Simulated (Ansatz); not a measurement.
# Al: a trigonal deformation path

An exercise on one series of results from a longer session: the logs are not shown, and one member is left open.

Program: Ansatz 0.2.0. Level of theory: DFT r2SCAN, scalar-relativistic, plane waves, PAW. These are calculated values, not measurements.

## The starting structure

It takes space group Im-3m (No. 229, cubic). The conventional cell has a = 3.182 Å, b = 3.182 Å, c = 3.182 Å, α = 90.00°, β = 90.00°, γ = 90.00°. Al (site symmetry m-3m) is surrounded by 8 Al at 2.76 Å.

Coordinates:

```cif
data_structure
_symmetry_space_group_name_H-M 'Im-3m'
_symmetry_Int_Tables_number 229
_cell_length_a 3.1824
_cell_length_b 3.1824
_cell_length_c 3.1824
_cell_angle_alpha 90.000
_cell_angle_beta 90.000
_cell_angle_gamma 90.000
_cell_volume 32.23
loop_
_atom_site_label
_atom_site_type_symbol
_atom_site_symmetry_multiplicity
_atom_site_Wyckoff_symbol
_atom_site_fract_x
_atom_site_fract_y
_atom_site_fract_z
_atom_site_occupancy
Al1 Al 2 a 0.00000 0.00000 0.00000 1
```

It goes back to an entry of the Materials Project, which need not be the stable form.

No relaxation comes first: the listed cell is the starting point.

## The reference cell

The reference gives a free energy of -540.2994 eV, pressure 0.49 GPa, largest force 0.000 eV/Å and gap on the mesh none (metal). It was computed beforehand with the settings of the runs below.

Set-up of the first run:

At fixed volume and fractional coordinates, lengths along (0.577, 0.577, 0.577) are scaled against those across it; ρ is that ratio over its starting value.

The input, input.yaml:

```yaml
crystal:
  lattice:
    - [-2.3389449096, 1.6706749354, 1.6706749354]
    - [1.6706749354, -2.3389449096, 1.6706749354]
    - [1.6706749354, 1.6706749354, -2.3389449096]
  atoms:
    - { symbol: Al, position: [0.0, 0.0, 0.0] }
basis:
  ecutwfc: 500
kpoints:
  mp_grid: { grid: [24, 24, 24] }
hamiltonian:
  xc: r2scan
scf:
  occupations: { method: gaussian, width: 0.15 }
output:
  forces: true
  stress: true
  eigenvalues: true
```

Launch:

```console
ansatz run input.yaml --threads 1 --pin off --max-ram 2560MiB --backend cpu --events-out ev --progress --plain --runs-dir out
```

Among the steps run: Point ρ = 0.500; ρ = 2.000; At ρ = 0.710; Point ρ = 1.410; ρ = 0.600; ρ = 0.850; Point ρ = 1.200; At ρ = 1.700; Point ρ = 0.930; Point ρ = 1.080.

One table of the session follows, with a row left open; its other results are not shown here.

| ρ | ΔE (meV/atom) | pressure (GPa) |
| --- | --- | --- |
| 0.500 | 5735.1 | 107.1 |
| 0.600 | 2300.5 | 57.0 |
| 0.710 | ? | ? |
| 0.850 | 130.1 | 4.7 |
| 0.930 | 21.8 | 1.2 |
| 1.000 | 0.0 | 0.5 |
| 1.080 | 20.0 | 1.2 |
| 1.200 | 104.1 | 4.3 |
| 1.410 | 286.1 | 10.8 |
| 1.700 | 459.0 | 17.2 |
| 2.000 | 531.6 | 19.5 |

Estimate the missing values for ρ = 0.710.

Worked estimate for «ΔE (meV/atom)». A straight line through the neighbours (0.600, 2300.5) and (0.850, 130.1) gives 2300.5 + (130.1 − 2300.5) × (0.710 − 0.600) / (0.850 − 0.600) = 1345.5; a parabola fitted to 4 rows on both sides gives 553.4.

The run gave: ΔE (meV/atom): 789.2; pressure (GPa): 23.4. In «ΔE (meV/atom)» the line misses by +556.3 and the parabola by -235.8.
